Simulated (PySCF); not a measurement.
# WHCl: relaxation and vibrations of the triplet

The task is one start of a wider search on WHCl: the triplet, from a bent start. It is relaxed, tested by its Hessian and followed downhill if it is a saddle.

The runs use PySCF 2.14.0; PBE0, basis W def2-TZVP with ECP60, H def2-TZVP, Cl def2-TZVP, scalar-relativistic core potentials, no spin–orbit coupling, density fitting.

**1. Starting geometry**

3 atoms, charge 0, spin multiplicity 3.

Bond lengths: W1–H2 1.690 Å, W1–Cl3 2.360 Å. Angles: H2–W1–Cl3 110.0°.

Z-matrix (Å, degrees; charge 0 multiplicity 3):
```
W
H  1 1.6900
Cl 1 2.3600 2 110.00
```

**2. First SCF at the start**

The steps below are one call of a driver around PySCF. For each, scf.py gives the equivalent set-up of the SCF; relaxations use the driver's own optimiser. After this first run the driver tries any further starts and a stability analysis.

Input file scf.py:

```python
from pyscf import gto, scf, dft
mol = gto.M(atom='''
W      0.000000     0.000000     0.000000
H     -1.384400     0.000000     0.969300
Cl     1.933200     0.000000     1.353600''',
    basis={'W': 'def2-TZVP', 'H': 'def2-TZVP', 'Cl': 'def2-TZVP'},
    ecp={'W': 'def2-TZVP'},
    charge=0, spin=2)
mf = dft.UKS(mol, xc='PBE0')
mf.grids.atom_grid = (50, 194)
aux = {'W': 'def2-universal-JKFIT', 'H': 'def2-universal-JKFIT', 'Cl': 'def2-universal-JKFIT'}
mf = mf.density_fit(auxbasis=aux)
mf.conv_tol = 1e-08
mf.diis_space = 10
mf.max_cycle = 60
mf.init_guess = 'minao'
mf.verbose = 4
mf.kernel()
```

The run is started by

```sh
$ OMP_NUM_THREADS=2 python axn.py task.json out
```

The runs that follow: Relaxing the triplet from the bent start; Hessian and properties.

**Question.** What will these runs give? Wanted: minimum; geometry; wavenumbers; dipole moment; highest occupied, lowest empty level; polar-tensor charge of W1; zero-point energy; atomisation energy; ⟨S²⟩.

As calculated:

```
                                          quantity                                     value
                                           minimum              broken-symmetry (Ms = 1), Cs
                                          geometry  W–Cl 2.248 Å, W–H 1.717 Å; Cl–W–H 123.0°
                                wavenumbers (cm⁻¹)             392 (a'), 481 (a'), 1962 (a')
                                     dipole moment                                    2.23 D
highest occupied, lowest empty level (either spin)                           -5.36, -2.54 eV
                         polar-tensor charge of W1                                   +0.77 e
                                 zero-point energy                               17.0 kJ/mol
                               entropy at 298.15 K                           285.6 J/(mol K)
         atomisation energy (no zero-point energy)                                637 kJ/mol
                                              ⟨S²⟩                                     2.998
```

What this shows: The bent start keeps its Cs symmetry and ends in a minimum. The determinant is spin-contaminated (⟨S²⟩ = 3.00 against 2.00), so it is no pure spin state. In the infrared the band at 1962 cm⁻¹ (a', stretch) leads. The first SCF alone would have been 83 kJ/mol too high. Only this shape and spin were tried, so other structures or states may lie lower. One determinant may miss the lowest occupation of an open d or f shell. Spin–orbit coupling, left out here, can matter for elements this heavy.
